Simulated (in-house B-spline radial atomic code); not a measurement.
**Zn¹⁹⁺: ionisation energy by several methods**

Aim: the ionisation energy of Zn¹⁹⁺ by several methods, each as the difference of two self-consistent energies (Zn¹⁹⁺ and the next ion, [He] 2s2 2p6).

Method: scalar-relativistic (X2C), several functionals, spin-polarised; spherical all-electron atom at the radial basis limit. Code: in-house B-spline radial atomic code version 1.

## 1. Starting point

* element: zinc (Z = 30)
* charge: +19
* electrons: 11
* configuration: [Ne] 3s1
* nucleus: Fermi, rms radius 3.928 fm

The outer shells:

[Ne] 3s1
```
[Ne] core
3s [↑ ]
```

Where spins are not typed, each open shell is filled with up spins first.

## 2. LC-ωPBE

Input settings:

```ini
Z = 30
electrons = 11.0
configuration = [Ne] 3s1
hamiltonian = x2c
method = lc_wpbe
spin_polarised = True
nucleus = fermi
rms_radius = 3.9283
mass_number = 64
atomic_mass = 63.929141776
speed_of_light = 137.035999084
```

## 3. OLYP

Settings: those of step 2 with these lines changed.

```diff
@@ -4,3 +4,3 @@
 hamiltonian = x2c
-method = lc_wpbe
+method = optx,lyp
 spin_polarised = True
```

## 4. PBEsol

Settings: those of step 3 with these lines changed.

```diff
@@ -4,3 +4,3 @@
 hamiltonian = x2c
-method = optx,lyp
+method = pbesol
 spin_polarised = True
```

## 5. B97-1

Settings: those of step 4 with these lines changed.

```diff
@@ -4,3 +4,3 @@
 hamiltonian = x2c
-method = pbesol
+method = b97_1
 spin_polarised = True
```

## 6. M06-L

Settings: those of step 5 with these lines changed.

```diff
@@ -4,3 +4,3 @@
 hamiltonian = x2c
-method = b97_1
+method = m06l
 spin_polarised = True
```

## 7. HSE06

Settings: those of step 6 with these lines changed.

```diff
@@ -4,3 +4,3 @@
 hamiltonian = x2c
-method = m06l
+method = hse06
 spin_polarised = True
```

## 8. BHandHLYP

Settings: those of step 7 with these lines changed.

```diff
@@ -4,3 +4,3 @@
 hamiltonian = x2c
-method = hse06
+method = bhandhlyp
 spin_polarised = True
```

Q: The tabulated ionisation energy is 737.366 ± 0.021 eV (semi-empirical; NIST Atomic Spectra Database). What does each method give, and which comes nearest?

The runs gave:

| method | rung | total energy (hartree) | ΔSCF (eV) | −ε highest (eV) | ΔSCF less tabulated (eV) |
| --- | --- | --- | --- | --- | --- |
| OLYP | GGA | -1595.9813 | 739.48 | 721.91 (3s up) | +2.12 |
| PBEsol | GGA | -1594.1840 | 738.79 | 721.40 (3s up) | +1.43 |
| M06-L | meta-GGA | -1595.8802 | 735.53 | 721.37 (3s up) | -1.84 |
| B97-1 | global hybrid | -1595.7296 | 738.40 | 724.74 (3s up) | +1.03 |
| BHandHLYP | global hybrid | -1595.9097 | 739.42 | 730.06 (3s up) | +2.06 |
| LC-ωPBE | range-separated hybrid | -1595.5696 | 740.01 | 727.96 (3s up) | +2.64 |
| HSE06 | range-separated hybrid | -1595.6286 | 739.35 | 725.53 (3s up) | +1.99 |

**Reading.** Tables give 737.366 ± 0.021 eV (semi-empirical; NIST Atomic Spectra Database) for the ionisation energy. B97-1 misses by +1.03 eV, the least, and LC-ωPBE by +2.64 eV (0.36 %), the most. Mean absolute error by rung (exchange-only levels left out): GGA 1.77 eV, meta-GGA 1.84 eV, global hybrid 1.54 eV, range-separated hybrid 2.31 eV. Relativistic terms that these runs lack can be as large as the gaps between close methods, so the nearest may be so by luck.
